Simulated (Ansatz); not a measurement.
## Ti3Se under changes of volume

One of the cells (17.581 Å³/atom); the others are scaled copies at fixed shape and fractional positions:

```
Se Ti
1.0
     3.19745    0.00000    0.00000
    -1.59872    2.76907    0.00000
     0.00000    0.00000    7.94275
Se Ti
1 3
Cartesian
  0.0000 0.0000 0.0000
  1.5987 0.9230 3.9714
  0.0000 1.8460 6.1390
  0.0000 1.8460 1.8038
```

The cell comes from a database or a generator and needn't be the stable form of this composition.

* Program: Ansatz 0.2.0
* Functional: LDA
* Potentials or basis: Ansatz PAW
* Cutoff: 420 eV (not typed: the program's choice for these potentials)
* k mesh: 10 × 10 × 4
* Occupations: fermi-dirac, width 0.05 eV
* Spin: no spin polarisation

| volume (Å³/atom) | energy over the lowest point (meV/atom) | pressure (GPa) | largest force (eV/Å) |
| --- | --- | --- | --- |
| 16.526 | 0.00 | -1.0 | 0.091 |
| 16.878 | 5.17 | -3.6 | 0.015 |
| 17.230 | 15.72 | -5.9 | 0.052 |
| 17.581 | 31.07 | -8.0 | 0.112 |
| 17.933 | ? | ? | ? |
| 18.284 | 74.29 | -11.5 | 0.212 |
| 18.636 | 101.30 | -13.0 | 0.253 |

Problem. What does the run at 17.933 Å³/atom give?

Solution. Energy over the lowest point 50.75 meV/atom; pressure -9.8 GPa; largest force 0.165 eV/Å.

Worked out: A Birch-Murnaghan fit of order 3 (a polynomial in V^(-2/3)) to the other rows has its minimum at 16.40 Å³/atom, just outside them, with B0 = V·E''(V) = 133 GPa and B' = 4.2 at fixed shape and positions, which overstates the stiffness. It gives 50.78 meV/atom at 17.933 Å³/atom, against the run's 50.75, and -dE/dV = -9.9 GPa, against -9.8.

Energies are extrapolated to zero smearing.

Caveats: the PAW data sets come from PBE, with cores solved anew for the run's functional, which leaves a small shift of forces and pressure.
